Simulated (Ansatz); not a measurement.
# CaBe3: the cost of one run

Method: DFT PBE, scalar-relativistic, plane waves, PAW, in Ansatz 0.2.0.

### 1 The starting structure

The structure is tetragonal, space group I4/mmm (No. 139). Conventional cell: a = 3.578 Å, b = 3.578 Å, c = 7.993 Å, α = 90.00°, β = 90.00°, γ = 90.00°. Ca (site symmetry 4/mmm) has 12 Be at 2.53 to 2.68 Å as nearest neighbours. Be (site symmetry 4/mmm) has 4 Ca at 2.53 Å and 8 Be at 2.68 Å as nearest neighbours. Be (site symmetry -4m2) has 8 Be at 2.53 to 2.68 Å and 4 Ca at 2.68 Å as nearest neighbours.

Structure file:

```
Ca Be
1.0
    -1.78922    1.78922    3.99671
     1.78922   -1.78922    3.99671
     1.78922    1.78922   -3.99671
Ca Be
1 3
Direct
  0.00000 0.00000 0.00000
  0.50000 0.50000 0.00000
  0.25000 0.75000 0.50000
  0.75000 0.25000 0.50000
```

This is candidate A: TiAl3 (D0_22) type (I4/mmm, No. 139).

(A quick probe on a coarse mesh, which set the mesh and smearing, is not shown.)

### 3 Coarse relaxation (candidate A)

File input.yaml:

```yaml
crystal:
  lattice:
    - [-1.7892235744, 1.7892235744, 3.9967072051]
    - [1.7892235744, -1.7892235744, 3.9967072051]
    - [1.7892235744, 1.7892235744, -3.9967072051]
  atoms:
    - { symbol: Ca, position: [0.0, 0.0, 0.0] }
    - { symbol: Be, position: [0.5, 0.5, 0.0] }
    - { symbol: Be, position: [0.25, 0.75, 0.5] }
    - { symbol: Be, position: [0.75, 0.25, 0.5] }
basis:
  ecutwfc: 420
kpoints:
  mp_grid: { grid: [6, 6, 6] }
hamiltonian:
  xc: pbe
scf:
  occupations: { method: gaussian, width: 0.1 }
  lower_state_search: "off"
output:
  forces: true
  stress: true
  eigenvalues: true
relax:
  adjacent_minimum: "off"
  f_tol: 0.04
  max_steps: 70
  cell: { stress_tol: 0.4 }
```

On the command line:

```bash
ansatz run input.yaml --threads 1 --pin off --max-ram 2560MiB --backend cpu --events-out ev --progress --plain --runs-dir out
```

**Question.** How long does this run take on 1 thread of Intel Xeon 6975P-C (Granite Rapids), shared host, and how much memory does it need?

About 7.2 s, with a peak of 0.37 GiB.
